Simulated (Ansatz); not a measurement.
**FH3S3Sn: geometry and vibrations**

The task is to find a stationary geometry of FH3S3Sn, then compute its harmonic vibrations to see whether it is a minimum and to get the zero-point energy and entropy.

Method: RKS PBE0-D4/def2-TZVP; program: Ansatz 0.2.0, Gaussian basis.

Levels to be run: relaxation at PBE-D4/def2-SVP; relaxation at PBE0-D4/def2-TZVP; harmonic vibrations at the same level.

1 further run of the same task is left out (set aside as unsound or not needed).

### 1 The system as given

SMILES `[F][Sn]([SH])([SH])[SH]`, 8 atoms, charge 0, spin multiplicity 1.

Atoms are counted from 1 here; the program's logs count them from 0.

Bond lengths: F1–Sn2 1.928 Å, Sn2–S3 2.383 Å, Sn2–S4 2.415 Å, Sn2–S5 2.430 Å, S3–H6 1.420 Å, S4–H7 1.367 Å, S5–H8 1.406 Å. Angles: F1–Sn2–S3 108.0°, F1–Sn2–S4 112.8°, F1–Sn2–S5 109.5°, S3–Sn2–S4 107.5°, S3–Sn2–S5 109.4°, S4–Sn2–S5 109.6°, Sn2–S3–H6 93.4°, Sn2–S4–H7 93.3°, Sn2–S5–H8 90.7°.

As a file:

```
F    -1.6211   -0.5238    1.5681
Sn   -0.3944   -0.0738    0.1510
S     1.8150   -0.1354    1.0420
S    -0.7601    2.1441   -0.7327
S    -0.5877   -1.7077   -1.6371
H     1.5713    0.9338    1.9441
H     0.2673    2.0426   -1.6288
H    -0.1981   -2.7369   -0.7624
```

The start is a force-field geometry with small random shifts, so a cheaper pass at PBE-D4/def2-SVP comes first. Sn takes the def2 core potential; no spin-orbit term is included.

### 2 Geometry optimisation, PBE-D4/def2-SVP (cheap first pass)

File in.yaml:

```yaml
crystal:
  periodic: [false, false, false]
  atoms:
    - {symbol: F, position_ang: [-1.621100, -0.523800, 1.568100]}
    - {symbol: Sn, position_ang: [-0.394400, -0.073800, 0.151000]}
    - {symbol: S, position_ang: [1.815000, -0.135400, 1.042000]}
    - {symbol: S, position_ang: [-0.760100, 2.144100, -0.732700]}
    - {symbol: S, position_ang: [-0.587700, -1.707700, -1.637100]}
    - {symbol: H, position_ang: [1.571300, 0.933800, 1.944100]}
    - {symbol: H, position_ang: [0.267300, 2.042600, -1.628800]}
    - {symbol: H, position_ang: [-0.198100, -2.736900, -0.762400]}
basis:
  gaussian: {orbitals: def2-SVP}
hamiltonian: {xc: pbe, dispersion: d4}
relax: {f_tol: 0.03, max_steps: 200}
```

The log of the run, shortened:

```text
Functional definition: PBE
  name "PBE"
  cite "Perdew, Burke & Ernzerhof, Phys. Rev. Lett. 77, 3865 (1996) doi:10.1103/PhysRevLett.77.3865"
  parent pbe
[...]
1228 factors; their error is unknown
[...]
mean field -41077.12292868 eV, -1509.5564245549 hartree, gradient 1.9e-5 eV, S^2 0.000000; 0 other end points of the search recorded, 0 dependent functions left out
[...]
reference -41077.12296631 eV, -1509.5564259379 hartree; 41, 41 occupied and 68, 68 virtual orbitals, 1228 factors
relax step   1: F+E_penalty+E_count = -41077.40298182 eV  Δ(F+E_penalty+E_count) = +0.000e0 eV  max|allowed force component| = 1.039e0 eV/Å  Δτ_max = 0.0000 Å  (27 SCF iters, accepted)
[...]
relax step   7: F+E_penalty+E_count = -41077.56244755 eV  Δ(F+E_penalty+E_count) = -2.918e-4 eV  max|allowed force component| = 1.573e-1 eV/Å  Δτ_max = 0.0674 Å  (28 SCF iters, accepted)
[...]
relax step  13: F+E_penalty+E_count = -41077.57032476 eV  Δ(F+E_penalty+E_count) = -2.144e-3 eV  max|allowed force component| = 6.576e-2 eV/Å  Δτ_max = 0.0319 Å  (26 SCF iters, accepted)
[...]
relax step  19: F+E_penalty+E_count = -41077.58278968 eV  Δ(F+E_penalty+E_count) = -2.450e-3 eV  max|allowed force component| = 8.046e-2 eV/Å  Δτ_max = 0.0583 Å  (25 SCF iters, accepted)
[...]
relax step  24: F+E_penalty+E_count = -41077.58792944 eV  Δ(F+E_penalty+E_count) = +2.449e-4 eV  max|allowed force component| = 7.724e-2 eV/Å  Δτ_max = 0.0568 Å  (25 SCF iters, rejected (line search))
[...]
relax step  25: F+E_penalty+E_count = -41077.58858345 eV  Δ(F+E_penalty+E_count) = -4.091e-4 eV  max|allowed force component| = 1.380e-2 eV/Å  Δτ_max = 0.0277 Å  (24 SCF iters, accepted)
1228 factors; their error is unknown
mean field -41077.31488808 eV, -1509.5634789330 hartree, gradient 5.4e-5 eV, S^2 0.000000; 1 other end points of the search recorded, 0 dependent functions left out
[...]
reference -41077.31492487 eV, -1509.5634802848 hartree; 41, 41 occupied and 68, 68 virtual orbitals, 1228 factors
Total energy: -41077.58862023 eV, -1509.5735384040 hartree
Atom 0 at    -1.282030    -0.213735     1.480960 Å, force    -0.002242     0.001322     0.001477 eV/Å
Atom 1 at    -0.209201    -0.033503    -0.157172 Å, force     0.002114    -0.001457    -0.003922 eV/Å
Atom 2 at     2.007086     0.228959     0.811658 Å, force    -0.002524    -0.000129     0.004030 eV/Å
Atom 3 at    -0.884854     1.902263    -1.444317 Å, force     0.013260     0.011470     0.009357 eV/Å
Atom 4 at    -0.617678    -1.994100    -1.518348 Å, force     0.003055    -0.009028     0.010285 eV/Å
Atom 5 at     1.430330     0.222188     2.049584 Å, force     0.003742     0.000777    -0.003318 eV/Å
Atom 6 at     0.083704     2.646653    -0.834632 Å, force    -0.013796    -0.005262    -0.007970 eV/Å
Atom 7 at    -0.435156    -2.815825    -0.443535 Å, force    -0.003610     0.002308    -0.009940 eV/Å
Dipole moment:     0.269222     0.006819     0.053987 e Å
```

Run time: 34 s. Hardware: 4 threads, shared host.

Step by step: (the energy doesn't fall at every step)

```csv
step,energy from step 1 (eV),largest force component (eV/Å)
1,0.0000,1.0390
2,-0.0335,0.8001
3,-0.0957,0.3588
4,-0.1383,0.4872
5,-0.1570,0.0550
6,-0.1592,0.0333
7,-0.1595,0.1573
8,-0.1622,0.0385
9,-0.1630,0.0418
10,-0.1255,1.0440
11,-0.1652,0.1592
12,-0.1627,0.2963
13,-0.1673,0.0658
14,-0.1692,0.0651
15,-0.1709,0.2458
16,-0.1724,0.2501
17,-0.1739,0.3180
18,-0.1774,0.1741
19,-0.1798,0.0805
20,-0.1820,0.2253
21,-0.1841,0.0437
22,-0.1788,0.2025
23,-0.1852,0.0299
24,-0.1849,0.0772
25,-0.1856,0.0138
```

The force was under the threshold of 0.03 eV/Å already at step 23, but the program went on to step 25.

Close pairs (by a distance rule), those that changed most:

```csv
bond,before (Å),after (Å),change (Å)
S3–H6,1.420,1.366,-0.054
Sn2–S3,2.383,2.433,+0.050
S5–H8,1.406,1.365,-0.041
F1–Sn2,1.928,1.966,+0.039
Sn2–S5,2.430,2.421,-0.008
Sn2–S4,2.415,2.421,+0.006
S4–H7,1.367,1.365,-0.002
```

### 3 Optimising with PBE0-D4/def2-TZVP

File in.yaml:

```yaml
crystal:
  periodic: [false, false, false]
  atoms:
    - {symbol: F, position_ang: [-1.282030, -0.213735, 1.480960]}
    - {symbol: Sn, position_ang: [-0.209201, -0.033503, -0.157172]}
    - {symbol: S, position_ang: [2.007086, 0.228959, 0.811658]}
    - {symbol: S, position_ang: [-0.884854, 1.902263, -1.444317]}
    - {symbol: S, position_ang: [-0.617678, -1.994100, -1.518348]}
    - {symbol: H, position_ang: [1.430330, 0.222188, 2.049584]}
    - {symbol: H, position_ang: [0.083704, 2.646653, -0.834632]}
    - {symbol: H, position_ang: [-0.435156, -2.815825, -0.443535]}
basis:
  gaussian: {orbitals: def2-TZVP}
hamiltonian: {xc: pbe0, dispersion: d4}
relax: {f_tol: 0.005, max_steps: 150}
```

The log of the run, shortened:

```text
Functional definition: PBE0
  name "PBE0"
  cite "Adamo & Barone, J. Chem. Phys. 110, 6158 (1999) doi:10.1063/1.478522"
  cite "Perdew, Burke & Ernzerhof, Phys. Rev. Lett. 77, 3865 (1996) doi:10.1103/PhysRevLett.77.3865"
  parent pbe
[...]
1562 factors; their error is unknown
[...]
mean field -41095.30513385 eV, -1510.2246082708 hartree, gradient 2.7e-5 eV, S^2 0.000000; 0 other end points of the search recorded, 0 dependent functions left out
[...]
reference -41095.30516670 eV, -1510.2246094780 hartree; 41, 41 occupied and 169, 169 virtual orbitals, 1562 factors
relax step   1: F+E_penalty+E_count = -41095.54472633 eV  Δ(F+E_penalty+E_count) = +0.000e0 eV  max|allowed force component| = 8.185e-1 eV/Å  Δτ_max = 0.0000 Å  (28 SCF iters, accepted)
[...]
reference -41095.38662727 eV, -1510.2276030985 hartree; 41, 41 occupied and 169, 169 virtual orbitals, 1562 factors
Total energy: -41095.63142869 eV, -1510.2365993848 hartree
Atom 0 at    -1.274222    -0.173612     1.422955 Å, force    -0.000588    -0.000366     0.000438 eV/Å
Atom 1 at    -0.200200    -0.031631    -0.163772 Å, force    -0.000169     0.000199    -0.000784 eV/Å
Atom 2 at     1.972725     0.161021     0.792985 Å, force     0.000316    -0.000386    -0.000135 eV/Å
Atom 3 at    -0.856078     1.865321    -1.430009 Å, force    -0.000475    -0.000375    -0.000523 eV/Å
Atom 4 at    -0.626349    -1.964248    -1.472378 Å, force     0.000267     0.001545     0.000407 eV/Å
Atom 5 at     1.422534     0.220937     2.019753 Å, force     0.000067     0.000203     0.000012 eV/Å
Atom 6 at     0.039852     2.642867    -0.796848 Å, force     0.000420    -0.000466     0.000333 eV/Å
Atom 7 at    -0.386061    -2.777753    -0.428488 Å, force     0.000161    -0.000355     0.000252 eV/Å
Dipole moment:     0.291158     0.026886    -0.006940 e Å
```

It took 61 s on 4 threads, shared host; peak memory 0.72 GiB.

Along the way:

```csv
step,energy from step 1 (eV),largest force component (eV/Å)
1,0.0000,0.8185
2,-0.0678,0.3920
3,-0.0780,0.1557
4,-0.0856,0.0939
5,-0.0863,0.0300
6,-0.0864,0.0222
7,-0.0865,0.0111
8,-0.0866,0.0069
9,-0.0867,0.0083
10,-0.0867,0.0086
11,-0.0867,0.0015
```

Distances of close pairs at the start and the end, largest changes first:

```csv
bond,before (Å),after (Å),change (Å)
Sn2–S3,2.433,2.382,-0.051
Sn2–S5,2.421,2.373,-0.049
Sn2–S4,2.421,2.373,-0.048
F1–Sn2,1.966,1.921,-0.045
S4–H7,1.365,1.345,-0.021
S5–H8,1.365,1.345,-0.020
S3–H6,1.366,1.346,-0.020
```

Mulliken charges of the relaxed molecule (report file):

```csv
atom,value (e)
F1,-0.47
Sn2,1.03
S3,-0.39
S4,-0.38
S5,-0.38
H6,0.20
H7,0.19
H8,0.19
```

### 4 Vibrations by finite differences

File in.yaml:

```yaml
crystal:
  periodic: [false, false, false]
  atoms:
    - {symbol: F, position_ang: [-1.274222, -0.173612, 1.422955]}
    - {symbol: Sn, position_ang: [-0.200200, -0.031631, -0.163772]}
    - {symbol: S, position_ang: [1.972725, 0.161021, 0.792985]}
    - {symbol: S, position_ang: [-0.856078, 1.865321, -1.430009]}
    - {symbol: S, position_ang: [-0.626349, -1.964248, -1.472378]}
    - {symbol: H, position_ang: [1.422534, 0.220937, 2.019753]}
    - {symbol: H, position_ang: [0.039852, 2.642867, -0.796848]}
    - {symbol: H, position_ang: [-0.386061, -2.777753, -0.428488]}
basis:
  gaussian: {orbitals: def2-TZVP}
hamiltonian: {xc: pbe0, dispersion: d4}
phonons: {temperatures: {t_min: 298.15, t_max: 900, t_step: 200}}
```

The log of the run, shortened:

```text
Functional definition: PBE0
  name "PBE0"
  cite "Adamo & Barone, J. Chem. Phys. 110, 6158 (1999) doi:10.1063/1.478522"
  cite "Perdew, Burke & Ernzerhof, Phys. Rev. Lett. 77, 3865 (1996) doi:10.1103/PhysRevLett.77.3865"
  parent pbe
[...]
1562 factors; their error is unknown
[...]
mean field -41095.38659933 eV, -1510.2276020720 hartree, gradient 2.4e-5 eV, S^2 0.000000; 0 other end points of the search recorded, 0 dependent functions left out
[...]
reference -41095.38663194 eV, -1510.2276032703 hartree; 41, 41 occupied and 169, 169 virtual orbitals, 1562 factors
[...]
1562 factors; their error is unknown
mean field -41095.38655168 eV, -1510.2276003209 hartree, gradient 1.9e-6 eV, S^2 0.000000; 0 other end points of the search recorded, 0 dependent functions left out
[...]
reference -41095.38658429 eV, -1510.2276015191 hartree; 41, 41 occupied and 169, 169 virtual orbitals, 1562 factors
[...]
Atom 0 at    -1.274222    -0.173612     1.422955 Å, force    -0.000603    -0.000412     0.000418 eV/Å
Atom 1 at    -0.200200    -0.031631    -0.163772 Å, force    -0.000205     0.000280    -0.000690 eV/Å
Atom 2 at     1.972725     0.161021     0.792985 Å, force     0.000276    -0.000397    -0.000214 eV/Å
Atom 3 at    -0.856078     1.865321    -1.430009 Å, force    -0.000449    -0.000324    -0.000572 eV/Å
Atom 4 at    -0.626349    -1.964248    -1.472378 Å, force     0.000303     0.001472     0.000448 eV/Å
Atom 5 at     1.422534     0.220937     2.019753 Å, force     0.000097     0.000168     0.000049 eV/Å
Atom 6 at     0.039852     2.642867    -0.796848 Å, force     0.000416    -0.000466     0.000327 eV/Å
Atom 7 at    -0.386061    -2.777753    -0.428488 Å, force     0.000165    -0.000322     0.000233 eV/Å
Dipole moment:     0.291158     0.026885    -0.006939 e Å
Vibrations: 61.16 81.40 104.16 109.16 131.24 156.17 161.31 193.65 341.96 380.13 382.54 609.07 696.45 708.98 738.54 2701.22 2704.77 2707.21 cm⁻¹, zero-point energy 0.803983 eV
```

Wall time 3.1 min (4 threads, shared host); peak memory 0.73 GiB.

Motions are named by where the mode's potential energy lies. The modes, unscaled (a negative number is an imaginary wavenumber):

```csv
mode,cm⁻¹,motion
1,61,bend with torsion
2,81,bend with torsion
3,104,torsion with bend
4,109,torsion with bend
5,131,torsion with bend
6,156,torsion with bend
7,161,torsion with bend
8,194,torsion
9,342,Sn–S stretch
10,380,Sn–S stretch
11,383,Sn–S stretch
12,609,Sn–F stretch
13,696,bend
14,709,bend
15,739,bend
16,2701,S–H stretch
17,2705,S–H stretch
18,2707,S–H stretch
```

Ideal gas, rigid rotor and harmonic oscillator at 298.15 K and 1 bar, with symmetry number 1:

```csv
term,value
zero-point energy,18.5 kcal/mol
H(298) − E,25.3 kcal/mol
"entropy, translation",177.0 J/(mol K)
"entropy, rotation",123.7 J/(mol K)
"entropy, vibration",124.5 J/(mol K)
"entropy, total",425.3 J/(mol K)
```

### 5 What came out

```
                  quantity            value
               point group               C1
                     steps          25 + 11
shift from the start (rms)          0.615 Å
              total energy   -41095.6314 eV
           dispersion term         -245 meV
             dipole moment           1.40 D
lowest, highest wavenumber    61, 2707 cm⁻¹
         zero-point energy    18.5 kcal/mol
       entropy at 298.15 K  425.3 J/(mol K)
```

**Reading.** The relaxed geometry lies 0.61 Å (rms) from the start; the bond that changed most is S3–H6, from 1.420 to 1.346 Å. All wavenumbers are real, so the end point is a minimum. The stiffest mode, 2707 cm⁻¹, is an S–H stretch, and 8 modes under 200 cm⁻¹ make the vibrational entropy uncertain. Harmonic hybrid wavenumbers usually lie a few per cent above measured fundamentals. The largest Mulliken charge, +1.03 e, sits on Sn2.
